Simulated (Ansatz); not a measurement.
I need a relaxation of the ions of Sc₃Hg, space group Pm-3m. Use Ansatz 0.2.0, Python API. Settings: PBEsol, PAW, cutoff 544 eV, 3×3×3 k-points, Fermi-Dirac smearing of 0.15 eV.

```yaml
crystal:
  lattice:
    - [4.46465, 0.00000, 0.00000]
    - [0.00000, 4.46465, 0.00000]
    - [0.00000, 0.00000, 4.46465]
  atoms:
    - { symbol: Sc, position: [0.00000, 0.50000, 0.50000] }
    - { symbol: Sc, position: [0.50000, 0.00000, 0.50000] }
    - { symbol: Sc, position: [0.50000, 0.50000, 0.00000] }
    - { symbol: Hg, position: [0.00000, 0.00000, 0.00000] }
```

The script, `relax_sc3hg.py`:
```python
"""Ionic relaxation of Sc3Hg."""

import json

import ansatz
from ase import Atoms
from ase.data import atomic_numbers
from ase.neighborlist import neighbor_list
import numpy as np
import spglib

atoms = Atoms(
    ["Sc", "Sc", "Sc", "Hg"],
    scaled_positions=[
        (0.0, 0.5, 0.5),
        (0.5, 0.0, 0.5),
        (0.5, 0.5, 0.0),
        (0.0, 0.0, 0.0),
    ],
    cell=[
        (4.464651, 0.0, 0.0),
        (0.0, 4.464651, 0.0),
        (0.0, 0.0, 4.464651),
    ],
    pbc=True,
)
crystal = ansatz.Crystal.from_ase(atoms)
# push one atom off its site

base = (
    crystal.move(0, to=(0.022398, 0.477602, 0.522398)).calculation()
    .functional(ansatz.Functional.PBESOL)
    .basis(20 * ansatz.Ha)
    .kpoints(3, center="gamma")
    .occupations(ansatz.OccupationsMethod.FERMI_DIRAC, width=0.15)
    .scf(lower_state_search="light")
    .relax()
)
done = base.run(events_out="sc3hg.ndjson")
with open("sc3hg.ndjson") as stream:
    events = [json.loads(line) for line in stream]
steps = [e["data"] for e in events if e["event"] == "relax_step"]
rep = done.report
print("step   energy (eV)     max comp. (eV/A)  SCF")
for s in steps:
    print(f"{s['step']:4d} {s['lagrangian_ev']:15.5f} {s['allowed_force_max_ev_ang']:12.4f} {s['n_scf']:5d}")

first, last = steps[0], steps[-1]
symbols = [site.symbol for site in done.lattice.sites]
print(f"energy gained {first['lagrangian_ev'] - last['lagrangian_ev']:.4f} eV in {len(steps) - 1} steps")

final = Atoms(symbols, positions=last["positions_ang"], cell=done.lattice.cell_ang, pbc=True)
i, j, d = neighbor_list("ijd", final, 4.5)
print("neighbours within 1.2 times the shortest distance of each atom (A)")
for atom in range(len(final)):
    near = [m for m in np.argsort(d) if i[m] == atom]
    shell = [m for m in near if d[m] < 1.2 * d[near[0]]]
    print(f"{symbols[atom]}{atom} ({len(shell)}):", ", ".join(f"{symbols[j[m]]} {d[m]:.3f}" for m in shell))

fractions = [site.position_frac for site in done.lattice.sites]
numbers = [atomic_numbers[s] for s in symbols]
for tolerance in (1e-3, 1e-2, 1e-1):
    print(f"space group at {tolerance} A:", spglib.get_spacegroup((done.lattice.cell_ang, fractions, numbers), symprec=tolerance))

n_atoms = len(rep["lattice"]["sites"])
print("F =", round(rep["free_energy_ev"], 4), "eV for", n_atoms, "atoms")
print("E(sigma -> 0) =", round(rep["energy_sigma0_ev"], 4), "eV, TS =", round(rep["entropy_ts_ev"], 5), "eV")
print("closed by", rep["closed_by"], "after", rep["n_iterations"], "iterations")
```

Output of `python relax_sc3hg.py`:
```text
step   energy (eV)     max comp. (eV/A)  SCF
   1    -20003.37189       0.6543     6
   2    -20003.38760       0.6894     6
   3    -20003.43735       0.0093     6
   4    -20003.43735       0.0092     7
energy gained 0.0655 eV in 3 steps
neighbours within 1.2 times the shortest distance of each atom (A)
Sc0 (12): Sc 3.156, Sc 3.156, Sc 3.156, Sc 3.156, Hg 3.157, Hg 3.157, Hg 3.157, Hg 3.157, Sc 3.158, Sc 3.158, Sc 3.158, Sc 3.158
Sc1 (12): Sc 3.155, Hg 3.156, Sc 3.156, Hg 3.156, Sc 3.156, Sc 3.157, Sc 3.157, Sc 3.158, Hg 3.158, Sc 3.158, Hg 3.158, Sc 3.159
Sc2 (12): Sc 3.155, Hg 3.156, Sc 3.156, Hg 3.156, Sc 3.156, Sc 3.157, Sc 3.157, Sc 3.158, Hg 3.158, Sc 3.158, Hg 3.158, Sc 3.159
Hg3 (12): Sc 3.156, Sc 3.156, Sc 3.156, Sc 3.156, Sc 3.157, Sc 3.157, Sc 3.157, Sc 3.157, Sc 3.158, Sc 3.158, Sc 3.158, Sc 3.158
space group at 0.001 A: Cm (8)
space group at 0.01 A: Pm-3m (221)
space group at 0.1 A: Pm-3m (221)
F = -20003.4373 eV for 4 atoms
E(sigma -> 0) = -20003.2095 eV, TS = 0.45571 eV
closed by deck_thresholds after 7 iterations
```

What to keep in mind:
- These settings explore the input space; cutoff and mesh may be short of convergence.
- For a metal this mesh is far too coarse, so the numbers only illustrate the procedure.
- Energies along a relaxation are free energies. A last row that repeats the one before re-solves the same geometry more tightly.
- Spin-orbit coupling, which matters for elements this heavy, is left out.
- The structure comes from a database of computed cells and needn't be a stable or known phase.
- The whole script took 9.9 s on 1 thread of Intel(R) Xeon(R) Platinum 8488C (Sapphire Rapids) (shared host), peak memory 0.49 GiB.
